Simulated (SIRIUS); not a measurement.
Runs of SIRIUS 7.12.0 on HPbNO4. The typed cell holds 7 atoms: a = 3.857 Å, b = 4.338 Å, c = 5.984 Å, α = 81.87°, β = 83.26°, γ = 87.68°. The cell was built by a generator and needn't be a form met in nature.

```tsv
level	potentials or basis	spin	k mesh	cutoff (eV)	smearing	mixing beta	radial cutoff for the potentials' integrals	pseudo rcut	mesh quality	gap on the mesh (eV)	pressure (GPa)	largest force (eV/Å)
PBEsol	PseudoDojo 0.4.1 PBE standard (scalar relativistic)	off	3 × 3 × 2	1152	fermi-dirac 0.05 eV	0.7	6.5 bohr	6.5 bohr	coarse	0.30	-2.4	0.35
B97-D+D3(BJ)	PseudoDojo 0.4 PBE stringent (scalar relativistic)	collinear, random start	4 × 3 × 3	1254	fermi-dirac 0.05 eV	0.5	6.5 bohr	6.5 bohr	coarse	0.55	-1.9	-
RPBE	PseudoDojo 0.4.1 PBE standard (scalar relativistic)	off	3 × 3 × 2	1152	fermi-dirac 0.05 eV	0.7	6.5 bohr	6.5 bohr	coarse	0.30	(a)	0.44
PBE	PseudoDojo 0.4.1 PBE standard (scalar relativistic)	off	7 × 6 × 5	1152	fermi-dirac 0.05 eV	0.7	6.5 bohr	6.5 bohr	not flagged	0.35	0.3	0.20
PBE	GBRV 1.5 PBE (ultrasoft)	off	3 × 3 × 2	557	fermi-dirac 0.05 eV	0.7	-	-	coarse	0.30	0.4	0.39
mPWLYP	PseudoDojo 0.4.1 PBE standard (scalar relativistic)	off	3 × 3 × 2	1152	fermi-dirac 0.05 eV	0.7	6.5 bohr	6.5 bohr	coarse	0.30	3.6	0.75
revPBE	PseudoDojo 0.4.1 PBE standard (scalar relativistic)	off	3 × 3 × 2	1152	fermi-dirac 0.05 eV	0.7	6.5 bohr	6.5 bohr	coarse	0.30	2.1	0.39
LDA	PseudoDojo 0.4.1 PBE standard (scalar relativistic)	off	3 × 3 × 2	1152	fermi-dirac 0.05 eV	0.7	6.5 bohr	6.5 bohr	coarse	0.30	-4.6	0.41
BLYP+D3	GBRV 1.5 PBE (ultrasoft)	off	5 × 4 × 4	557	gaussian 0.05 eV	0.7	-	-	not flagged	0.25	(b)	0.80
BLYP	PseudoDojo 0.4.1 PBE standard (scalar relativistic)	off	3 × 3 × 2	1152	fermi-dirac 0.05 eV	0.7	6.5 bohr	6.5 bohr	coarse	0.30	3.8	0.73
PBE	PseudoDojo 0.4.1 PBE standard (scalar relativistic)	off	3 × 3 × 2	1152	fermi-dirac 0.05 eV	0.7	6.5 bohr	6.5 bohr	coarse	0.30	0.4	0.24
PBE	in-house norm-conserving set, PBE (scalar relativistic)	off	3 × 3 × 2	1254	fermi-dirac 0.05 eV	0.7	6.5 bohr	6.5 bohr	coarse	0.31	0.1	0.12
```

Alike in all rows: task single point; cell as given.

Problem. Estimate the missing entries.

Solution. (a) 2.5; (b) 1.8.

Caveats: some runs use coarse meshes; spin-orbit coupling is left out, which as a rule narrows the gap of such compounds by several tenths of an eV; an odd mesh through Γ misses points on the zone boundary, where band edges often lie; the potentials were made for another functional, which shifts forces and pressure (some runs); the forces don't sum to zero, a sign of grid noise (some runs).

A k mesh can miss the band edges, and the runs leave out spin-orbit coupling on Pb.

Not every run made on this cell is shown here.
